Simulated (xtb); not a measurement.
# C2H5BO2 (SMILES BOC1CO1) at GFN2-xTB

Aim: a structure relaxation of C2H5BO2. 

The results are computed with xtb 6.7.1.

2 further runs of the same task are left out: 2 set aside as unsound or not needed.

## (1) The structure to begin with

C2H5BO2: 10 atoms, total charge 0, spin state singlet. SMILES: `BOC1CO1`. The shape is that of a GFN2-xTB optimisation. This is one conformer, not always the lowest. The run starts from this shape.

Bond lengths: B1–O2 1.329 Å, O2–C3 1.374 Å, C3–C4 1.466 Å, C3–O5 1.382 Å, C4–O5 1.408 Å, B1–H6 1.171 Å, B1–H7 1.179 Å, C3–H8 1.091 Å, C4–H9 1.084 Å, C4–H10 1.081 Å. Some angles: B1–O2–C3 128.0°, O2–C3–C4 124.3°, O2–C3–O5 118.0°, C4–C3–O5 59.2°, C3–C4–O5 57.4°, C3–O5–C4 63.4°, O2–B1–H6 114.5°, O2–B1–H7 123.3°, O2–C3–H8 110.9°, C4–C3–H8 119.4°.

## (2) A structure relaxation at GFN2-xTB

Input file mol.coord:

```
$coord
     -2.816183254485      0.104653032782     -1.770144255459  b
     -1.850136362315     -1.291835676055      0.079330702712  o
      0.301959337454     -0.845463468158      1.463214938298  c
      2.461576147199      0.636157402594      0.557998330079  c
      2.509216142801     -2.020608556017      0.711179529742  o
     -4.661859863146     -0.715015673775     -2.672601863536  h
     -1.937573990101      2.044041159963     -2.425917015227  h
     -0.094769765150     -0.924605198257      3.484277028585  h
      3.648286358941      1.615734733816      1.910248550339  h
      2.439485248802      1.396923345846     -1.337585945533  h
$end
```

Command:

```
xtb mol.coord --gfn2 -o vtight > run.log
```

Q: Predict the results. Wanted: total energy at the end; dipole moment; HOMO energy; LUMO energy; HOMO–LUMO gap; dispersion energy; mean polarisability.

Computed results:

Level: GFN2-xTB.

| quantity | value |
| --- | --- |
| total energy at the end | -16.20631 Eh |
| dipole moment | 2.31 D |
| HOMO energy | -11.52 eV |
| LUMO energy | -6.03 eV |
| HOMO–LUMO gap | 5.49 eV |
| dispersion energy | -11.70 kJ/mol |
| mean polarisability (D4 model) | 45.2 bohr³ |

In words: At the final geometry: Bond lengths: B1–O2 1.329 Å, O2–C3 1.375 Å, C3–C4 1.466 Å, C3–O5 1.381 Å, C4–O5 1.409 Å, B1–H6 1.170 Å, B1–H7 1.179 Å, C3–H8 1.090 Å, C4–H9 1.084 Å, C4–H10 1.082 Å. Some angles: B1–O2–C3 127.4°, O2–C3–C4 123.9°, O2–C3–O5 117.8°, C4–C3–O5 59.2°, C3–C4–O5 57.4°, C3–O5–C4 63.4°, O2–B1–H6 114.7°, O2–B1–H7 123.0°, O2–C3–H8 111.2°, C4–C3–H8 119.5°. The optimisation took 12 steps and changed the energy by -0.000 eV.
